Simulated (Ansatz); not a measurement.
**AlGaHS (quartet): from Hartree-Fock to the top rungs at a displaced geometry (v2), cc-pVDZ**

How much of the correlation energy of AlGaHS (quartet) does each wave-function method recover here?

Computed with Ansatz 0.2.0, Gaussian basis. Level: cc-pVDZ, core rule «outside noble gas», up to 24 orbitals frozen.

To be run: UHF; CCSD(T) on ROHF; CCSD(T) on UHF; BCCD(T) on ROHF; CISD as a restricted active space (open shells left free, so some higher excitations enter); CCSDT(Q) on ROHF; CCSDT(Q) on UHF.

24 further runs of the same task are left out: 1 for a known fault of the program, 11 that didn't finish, 12 set aside as unsound or not needed. Runs told in other sessions of the task aren't counted.

### 1 What is computed

The geometry is a PBE0/def2-TZVP stationary point (not a proven minimum) with its atoms shifted at random (size 0.100 Å). No spin-orbit coupling is included. The filled d shell of Ga may be among the frozen orbitals whatever the setting's name suggests.

4 atoms, charge 0, spin multiplicity 4.

Atoms are counted from 1 here; the program's logs count them from 0.

Bond lengths: Al1–Ga2 2.381 Å, Al1–H4 1.662 Å, Ga2–S3 2.236 Å. Angles: Ga2–Al1–H4 124.4°, Al1–Ga2–S3 161.4°.

As a file:

```xyz
4
AlGaHS
Al    0.1104    0.2742    2.3712
Ga   -0.0544   -0.1534    0.0347
S     0.0222    0.1313   -2.1821
H     0.1053   -0.9041    3.5432
```

### 2 UHF

in.yaml reads:

```yaml
crystal:
  periodic: [false, false, false]
  atoms:
    - {symbol: Al, position_ang: [0.110424, 0.274183, 2.371175]}
    - {symbol: Ga, position_ang: [-0.054450, -0.153397, 0.034723]}
    - {symbol: S, position_ang: [0.022170, 0.131256, -2.182137]}
    - {symbol: H, position_ang: [0.105279, -0.904122, 3.543156]}
basis:
  gaussian: {orbitals: cc-pVDZ}
magnetization: {spin_polarized: true, initial_magnetization: 3}
hamiltonian: {xc: hf}
output: {orbitals: {seedname: orbitals}}
```

The run is started by

```sh
$ ansatz run in.yaml --threads 1 --pin off --events-out ev --progress --plain --max-ram 2393MiB
```

After this run come: CCSD(T) on ROHF; CCSD(T) on UHF; BCCD(T) on ROHF; CISD as a restricted active space (open shells left free, so some higher excitations enter); CCSDT(Q) on ROHF; CCSDT(Q) on UHF.

Q: Predict the results of all the runs planned. Wanted: UCCSDT(Q) from the RHF energy; RMP2 from UCCSDT(Q); UMP2 from UCCSDT(Q); RCCSD from UCCSDT(Q); RCCSD(T) from UCCSDT(Q); UCCSD(T) from UCCSDT(Q); RCCSDT(Q) from UCCSDT(Q); T1 diagnostic.

The runs gave:

```
                         quantity                      value
    UCCSDT(Q) from the ROHF energy                 -6.7912 eV
              RMP2 from UCCSDT(Q)                +1367.9 meV
              UMP2 from UCCSDT(Q)                +1391.3 meV
             RCCSD from UCCSDT(Q)                 +289.9 meV
          RCCSD(T) from UCCSDT(Q)                  +72.5 meV
          UCCSD(T) from UCCSDT(Q)                  +70.8 meV
         RCCSDT(Q) from UCCSDT(Q)                   +3.8 meV
levels within 1 kcal/mol (43 meV)  RCCSDT, UCCSDT, RCCSDT(Q)
                    T1 diagnostic                      0.030
```

**Reading.** RCCSD(T) lands +72.5 meV from the yardstick (1.1 % of the correlation energy). These misses are within one basis, not against nature; the frozen cores of restricted and unrestricted runs differ, which can shift their rows.
